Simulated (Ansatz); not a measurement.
# H6C5Cl6F20: the cost of one run

Method: DFT r2SCAN+D3(BJ), plane waves, PAW, scalar-relativistic, no spin polarisation, in Ansatz 0.2.0.

## Step 1: Starting point

The cell holds 37 atoms (C5H6Cl6F20): a = 9.130 Å, b = 9.130 Å, c = 9.130 Å, α = 90.00°, β = 90.00°, γ = 90.00°.

The coordinates stand in the first input below.

## Step 2: Relaxing the start

input.yaml reads:

```yaml
accuracy: low
crystal:
  lattice:
    - [9.129806, 0.0, 0.0]
    - [0.0, 9.129806, 0.0]
    - [0.0, 0.0, 9.129806]
  atoms:
    - { symbol: C, position: [0.7012159, 0.9515538, 0.0767522] }
    - { symbol: F, position: [0.7039185, 1.01805, 0.2062448] }
    - { symbol: F, position: [0.6508473, 1.043708, -0.0240843] }
    - { symbol: F, position: [0.8359157, 0.9094042, 0.0410201] }
    - { symbol: F, position: [0.6141822, 0.8350529, 0.0838282] }
    - { symbol: C, position: [0.4220835, 0.5976561, 0.4322854] }
    - { symbol: F, position: [0.5200862, 0.5082095, 0.4922201] }
    - { symbol: F, position: [0.3785597, 0.695234, 0.5311875] }
    - { symbol: F, position: [0.4822522, 0.6667614, 0.3191414] }
    - { symbol: F, position: [0.3074359, 0.5204195, 0.3865927] }
    - { symbol: C, position: [0.5076757, 0.9913893, 0.6585746] }
    - { symbol: F, position: [0.6049915, 1.0712147, 0.731752] }
    - { symbol: F, position: [0.445974, 0.8952999, 0.7488913] }
    - { symbol: F, position: [0.4051587, 1.0786594, 0.6031526] }
    - { symbol: F, position: [0.5745786, 0.9203834, 0.5505026] }
    - { symbol: C, position: [0.9892344, 0.2341016, 0.2140303] }
    - { symbol: F, position: [0.8438421, 0.2286393, 0.2086789] }
    - { symbol: F, position: [1.0422621, 0.0995744, 0.2309975] }
    - { symbol: F, position: [1.0402501, 0.2911105, 0.0901562] }
    - { symbol: F, position: [1.0305832, 0.3170822, 0.3262884] }
    - { symbol: C, position: [0.0128378, 0.9681519, 0.6866261] }
    - { symbol: F, position: [0.0573969, 0.9827751, 0.8244595] }
    - { symbol: F, position: [0.0372519, 0.8317532, 0.6419412] }
    - { symbol: F, position: [-0.1295909, 0.9971796, 0.6783278] }
    - { symbol: F, position: [0.0862933, 1.0608996, 0.601776] }
    - { symbol: Cl, position: [0.2044056, 0.3769805, 0.7259644] }
    - { symbol: H, position: [0.2766861, 0.4864001, 0.6763832] }
    - { symbol: Cl, position: [0.6092358, 0.5008087, 0.9536593] }
    - { symbol: H, position: [0.6886836, 0.4799055, 0.8400525] }
    - { symbol: Cl, position: [0.9965929, 0.7067147, 0.3855302] }
    - { symbol: H, position: [1.0020614, 0.6336067, 0.5050322] }
    - { symbol: Cl, position: [0.4566716, 0.2383753, 0.2366797] }
    - { symbol: H, position: [0.3991644, 0.3356686, 0.1537198] }
    - { symbol: Cl, position: [0.9893106, 0.6669438, 1.049824] }
    - { symbol: H, position: [1.006482, 0.6646395, 0.9107009] }
    - { symbol: Cl, position: [0.7095459, 0.7070146, 0.7057504] }
    - { symbol: H, position: [0.6182448, 0.6136603, 0.6547162] }
basis:
  ecutwfc: 500.0
kpoints:
  mp_grid: { grid: [1, 1, 1] }
hamiltonian:
  xc: r2scan
  dispersion: d3bj
scf:
  occupations: { method: fermi_dirac, width: 0.05 }
  lower_state_search: "off"
relax:
  f_tol: 0.3
  max_steps: 15
  adjacent_minimum: "off"
```

Run with:

```
$ ansatz run input.yaml --threads 4 --pin off --max-ram 10240MiB --backend cpu --events-out ev --progress --plain --runs-dir out
```

What time and memory should one allow on 4 threads of Arm Neoverse V1, shared host?

About 2.7 min, with a peak of 1.3 GiB.
